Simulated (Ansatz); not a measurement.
# NaIrO3: the cost of one run

Computed with Ansatz 0.2.0 (DFT PBEsol, scalar-relativistic, plane waves, PAW, unless a step's input says otherwise).

**1. Starting point**

Symmetry: Cmcm, No. 63, orthorhombic system. The conventional cell has a = 3.077 Å, b = 10.144 Å, c = 7.162 Å, α = 90.00°, β = 90.00°, γ = 90.00°. Na (site symmetry m2m) is surrounded by 8 O at 2.34 to 2.59 Å. Ir (site symmetry 2/m) has 6 O at 1.94 to 1.98 Å as nearest neighbours. O (site symmetry m2m) is surrounded by 2 Ir at 1.94 Å and 2 Na at 2.34 Å. Around O (site symmetry m) lie 2 Ir at 1.98 Å and 3 Na at 2.47 to 2.59 Å.

Structure file:

```
CELL_PARAMETERS angstrom
1.53854 -5.07206 0.00000
1.53854 5.07206 0.00000
0.00000 0.00000 7.16174
ATOMIC_POSITIONS crystal
Na 0.24842 0.75158 0.25000
Na 0.75158 0.24842 0.75000
Ir 0.50000 0.50000 0.50000
Ir 0.50000 0.50000 0.00000
O 0.57461 0.42539 0.25000
O 0.42539 0.57461 0.75000
O 0.88409 0.11591 0.44042
O 0.11591 0.88409 0.55958
O 0.88409 0.11591 0.05958
O 0.11591 0.88409 0.94042
```

The structure comes from the Materials Project (structure only).

(A quick probe on a coarse mesh, which set the mesh and smearing, is not shown.)

**3. The relaxation**

Contents of input.yaml:

```yaml
crystal:
  lattice:
    - [1.53854133, -5.0720576313, 0.0]
    - [1.53854133, 5.0720576313, 0.0]
    - [0.0, 0.0, 7.1617379317]
  atoms:
    - { symbol: Na, position: [0.24842421, 0.75157579, 0.25] }
    - { symbol: Na, position: [0.75157579, 0.24842421, 0.75] }
    - { symbol: Ir, position: [0.5, 0.5, 0.5] }
    - { symbol: Ir, position: [0.5, 0.5, 0.0] }
    - { symbol: O, position: [0.57461181, 0.42538819, 0.25] }
    - { symbol: O, position: [0.42538819, 0.57461181, 0.75] }
    - { symbol: O, position: [0.88409153, 0.11590847, 0.44041875] }
    - { symbol: O, position: [0.11590847, 0.88409153, 0.55958125] }
    - { symbol: O, position: [0.88409153, 0.11590847, 0.05958125] }
    - { symbol: O, position: [0.11590847, 0.88409153, 0.94041875] }
basis:
  ecutwfc: 420
kpoints:
  mp_grid: { grid: [12, 12, 6] }
hamiltonian:
  xc: pbesol
scf:
  occupations: { method: gaussian, width: 0.1 }
output:
  forces: true
  stress: true
  eigenvalues: true
relax:
  adjacent_minimum: "off"
  f_tol: 0.005
  max_steps: 80
  cell: { stress_tol: 0.05 }
```

Started as:

```bash
$ ansatz run input.yaml --threads 4 --pin off --max-ram 10240MiB --backend cpu --events-out ev --progress --plain --runs-dir out
```

**Question.** How long does this run take on 4 threads of Intel Xeon at 2.50GHz (Skylake/Cascade Lake), shared host, and how much memory does it need?

About 4.9 min, with a peak of 1 GiB.
